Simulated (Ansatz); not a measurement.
## MgO, space group Fm-3m: a convergence test of the plane-wave cutoff

Computed with Ansatz 0.2.0, Python API.

The script reads `mgo.vasp`:
```text
MgO
1.0
   0.00000000    2.10850000    2.10850000
   2.10850000    0.00000000    2.10850000
   2.10850000    2.10850000    0.00000000
Mg O
1 1
Direct
   0.00000000    0.00000000    0.00000000
   0.50000000    0.50000000    0.50000000
```

`mgo.py`:
```python
"""Convergence of MgO with the plane-wave cutoff."""

from dataclasses import dataclass

import ansatz
from ase.io import read
from tabulate import tabulate


@dataclass
class Options:
    mesh: tuple[int, ...] = (8, 8, 8)
    occupations: str = "fixed"


settings = Options()


def main() -> None:
    atoms = read("mgo.vasp", format="vasp")
    structure = ansatz.Crystal.from_ase(atoms)

    model = (
        structure.calculation()
        .kpoints(*settings.mesh)
        .occupations(settings.occupations)
        .stress()
    )

    rows = []
    for value in [250, 325, 400, 475]:
        report = model.basis(value).run().report
        rows.append((value, report["free_energy_ev"] / len(report["lattice"]["sites"]), report["n_iterations"], sum(report["stress_gpa"][i][i] for i in range(3)) / 3, report["n_pw"]))

    print(tabulate(rows, headers=["cutoff (eV)", "F/atom (eV)", "iterations", "P (GPa)", "plane waves"], floatfmt=".4f", tablefmt="plain"))

    # the last row is the reference
    for row in rows[:-1]:
        shift = 1000 * (row[1] - rows[-1][1])
        print(f"{row[0]}: {shift:+.2f} meV/atom" + ("  (within 2 meV)" if abs(shift) < 2 else ""))


if __name__ == "__main__":
    main()
```

```console
$ python mgo.py
DeckWarning: basis.ecutwfc = 250 eV is below the records' recommended 420 eV, and the density's cutoff is lower with it unless basis.ecutrho_ratio is high enough to keep the records' density cutoff: compare with a run at a higher cutoff
DeckWarning: basis.ecutrho_ratio 4 (ecutrho = 1000 eV, dense FFT grid 16×16×16): the grid does not resolve the core-correction charge of O (measure 0.08 e/Å^2.5); warned from 0.08. The energy and each atom's force then go with where the atoms sit on the grid: on a 12-atom cubic HfO2 cell under PBE a rigid shift of all atoms moved the force on Hf by 0.18 eV/Å at 0.48, by 0.036 at 0.24 and by 0.007 at 0.11. If this deck is also warned that a cutoff or its ratio is below what is recommended, mend [...]
DeckWarning: basis.ecutwfc = 325 eV is below the records' recommended 420 eV, and the density's cutoff is lower with it unless basis.ecutrho_ratio is high enough to keep the records' density cutoff: compare with a run at a higher cutoff
DeckWarning: basis.ecutwfc = 400 eV is below the records' recommended 420 eV, and the density's cutoff is lower with it unless basis.ecutrho_ratio is high enough to keep the records' density cutoff: compare with a run at a higher cutoff
  cutoff (eV)    F/atom (eV)    iterations    P (GPa)    plane waves
          250     -1246.0331             6     2.3282            169
          325     -1246.9656             6     4.5950            259
          400     -1247.0624             6     4.0535            331
          475     -1247.0689             6     4.1314            459
250: +1035.86 meV/atom
325: +103.36 meV/atom
400: +6.53 meV/atom
```
(Warnings from the package without file and line, shortened.)

Reading the output:
- Of the deposited cell: the entry's cell lengths or inner coordinates differ somewhat from later room-temperature determinations.
- Pressure is positive in compression.
- No functional is typed, so the default, PBE, holds.
- The structure is a deposited one; some such entries were measured under pressure or heat, so a shift against it needn't be the functional's error alone.
- Shifts are counted from the last row, which is itself no proven limit.
- Run time: 4.5 s on 1 thread of Intel(R) Xeon(R) Processor @ 2.30GHz, on a shared host, peak memory 0.5 GiB.
